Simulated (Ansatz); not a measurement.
# CH4BBrS, SMILES CB(S)Br: an atomisation energy

Program: Ansatz's Python interface.

`ch4bbrs.xyz`
```text
8

C    -0.09400    0.99180   -0.02490
B     0.09420   -0.49650   -0.38300
S     1.19950   -1.54310    0.67790
Br   -0.74180   -1.30400   -1.96370
H     0.43940    1.31200    0.84850
H     0.18330    1.67920   -0.89350
H    -1.19530    1.20850    0.15770
H     0.20690   -1.90500    1.52520
```

`tae.py`
```python
"""Energy to split CH4BBrS into its atoms."""

from collections import Counter

import ansatz as az


def total_energy(molecule, charge=0, unpaired=0):
    calc = molecule.calculation().basis(gaussian="def2-TZVP").functional("R2SCAN0")
    if charge:
        calc = calc.charge(charge)
    if unpaired:
        calc = calc.spin("collinear", total=unpaired)
    return calc.run(threads=1).report["free_energy_ev"]

molecule = az.Crystal.molecule_from_extxyz("ch4bbrs.xyz")

# Hund ground states
unpaired = {"C": 2, "B": 1, "S": 2, "Br": 1, "H": 1}
counts = Counter(site.symbol for site in molecule.cartesian_sites)
atom_energy = {s: total_energy(az.Crystal.molecule().atom(s, (0, 0, 0)), 0, unpaired[s]) for s in counts}
whole = total_energy(molecule, 0, 0)
for s, e in atom_energy.items():
    print(f"{s:2s} x{counts[s]}  {e:14.5f} eV")
print(f"CH4BBrS: {whole:.5f} eV")
split = sum(counts[s] * e for s, e in atom_energy.items()) - whole
print(f"atomisation energy (no zero-point term): {96.485332 * split:.1f} kJ/mol, {split / sum(counts.values()):.3f} eV an atom")
```

```console
$ python tae.py
C  x1     -1029.51733 eV
B  x1      -670.45963 eV
S  x1    -10832.40200 eV
Br x1    -70044.66948 eV
H  x4       -13.60215 eV
CH4BBrS: -82660.10901 eV
atomisation energy (no zero-point term): 2764.5 kJ/mol, 3.581 eV an atom
```

2764.5 kJ/mol from the electronic energies, without the zero-point term.

What to keep in mind:
- Total energies depend on the basis set; only differences at equal settings carry meaning.
- The geometry is a force-field or estimated start, not a minimum of this method, and the basis set is short of its limit. All parts are taken at fixed geometry, without zero-point energy.
- The spin-orbit lowering of heavy atoms is left out.
- Wall time of the script: 15 s on 1 thread of Intel(R) Xeon(R) 6975P-C (Granite Rapids) (shared host), peak memory 0.43 GiB.

(Lines on the test bed's own set-up are left out of the output.)
